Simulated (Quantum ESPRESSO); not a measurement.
Runs of Quantum ESPRESSO 7.5 on Cd2S. It takes space group P3m1 (No. 156, trigonal). Conventional cell: a = 3.963 Å, b = 3.963 Å, c = 5.809 Å, α = 90.00°, β = 90.00°, γ = 120.00°. Cd (site symmetry 3m) has 1 S at 2.52 Å as nearest neighbours. Cd (site symmetry 3m) is surrounded by 3 S at 2.60 Å. S (site symmetry 3m) is surrounded by 4 Cd at 2.52 to 2.60 Å. The cell comes from a database or a generator and needn't be the stable form of this composition.

| task | level | potentials or basis | cell | k mesh | cutoff (eV) | SCF threshold | form of the LDA correlation | symmetry | gap on the mesh (eV) | pressure (GPa) | largest force (eV/Å) |
| --- | --- | --- | --- | --- | --- | --- | --- | --- | --- | --- | --- |
| single point | PBEsol | GBRV 1.5 PBEsol | as given | 8 × 8 × 5 | 612 | 6e-10 Ry | - | - | (b) | -2.8 | 0.11 |
| band structure | r2SCAN | SG15 PBE 1.2 | as given | 6 × 6 × 4 | 952 | 1e-08 Ry | - | off | - | -1.8 | (a) |
| band structure | LDA | GBRV 1.5 LDA | as given | 8 × 8 × 5 | 612 | 6e-10 Ry | PZ81 | - | - | -4.7 | 0.15 |
| single point | PBEsol | GBRV 1.5 PBEsol | atoms moved at random, drawn with an rms of 0.05 Å | 8 × 8 × 5 | 612 | 6e-10 Ry | - | - | 0.14 | -2.4 | 0.52 |
| band structure | PBEsol | GBRV 1.5 PBEsol | as given | 8 × 8 × 5 | 612 | 6e-10 Ry | - | - | - | -2.8 | 0.11 |

Alike in all rows: no spin polarisation; smearing fermi-dirac 0.05 eV.

**Question.** Fill in the values left out.

**Answer.** (a) 0.02; (b) 0.23.

Caveats: an odd mesh through Γ misses points on the zone boundary, where band edges often lie (some runs); the potentials were made for another functional, which shifts forces and pressure (some runs).

A k mesh can miss the band edges, and the runs leave out spin-orbit coupling on Cd.

The runs don't all hold the same shells in valence.

Runs at the PBE level aren't shown here.
